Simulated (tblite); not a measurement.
# C20H14F3: the cost of one run

Programs: tblite 0.8.0 and PySCF 2.14.0, with routines of our own; each step states its level. All values are computed. Atoms count from 0.

## (1) The starting structure

37 atoms, charge 1, multiplicity 1; geometry from: force field or distance geometry start.

## (2) Relaxing the molecule with GFN2-xTB

The job: settings as JSON, then the geometry in Å.

```
{"job": {"kind": "relax", "xc": "GFN2-xTB", "basis": "xTB"}, "charge": 1, "multiplicity": 1}
F      2.850000    -1.109000     2.681300
C      1.754700    -0.672100     1.922500
F      1.628400     0.670800     2.287600
F      0.611100    -1.322300     2.245700
C      2.114000    -0.675000     0.510500
C      3.401300    -1.072200     0.162200
C      3.850100    -1.102300    -1.140100
C      2.952600    -0.717000    -2.107400
C      1.671300    -0.330200    -1.773700
C      1.209600    -0.292000    -0.460300
C     -0.154100     0.131600    -0.177500
C     -0.549100     1.526600    -0.030400
C     -0.468700     2.398800    -1.113400
C     -0.827400     3.729400    -1.023100
C     -1.297200     4.261000     0.169700
C     -1.381900     3.407300     1.264200
C     -1.009500     2.078700     1.147900
C     -1.139000    -0.964700    -0.037300
C     -2.393300    -0.746800     0.496800
C     -3.288200    -1.808400     0.608800
C     -2.974700    -3.072500     0.203100
C     -1.719800    -3.295300    -0.329100
C     -0.818100    -2.251000    -0.431900
H      4.114600    -1.381400     0.926000
H      4.846800    -1.405600    -1.422000
H      3.292400    -0.751400    -3.135700
H      1.017800    -0.036200    -2.598200
H     -0.112200     2.060100    -2.078200
H     -0.737100     4.346300    -1.922500
H     -1.578200     5.291600     0.255300
H     -1.736000     3.782500     2.217500
H     -1.109000     1.470200     2.053200
H     -2.730300     0.198700     0.827400
H     -4.266900    -1.647300     1.022200
H     -3.714700    -3.858300     0.308700
H     -1.466500    -4.307900    -0.653700
H      0.145700    -2.498100    -0.875400
```

Command:

```
OMP_NUM_THREADS=2 python excited_run.py task.json out
```

The driver reads the jobs from task.json and runs them one after another.

**Question.** How long does this first job take on 2 threads of AMD EPYC 7R43, shared host, and how much memory does it need?

About 9.1 s, with a peak of 0.19 GiB.
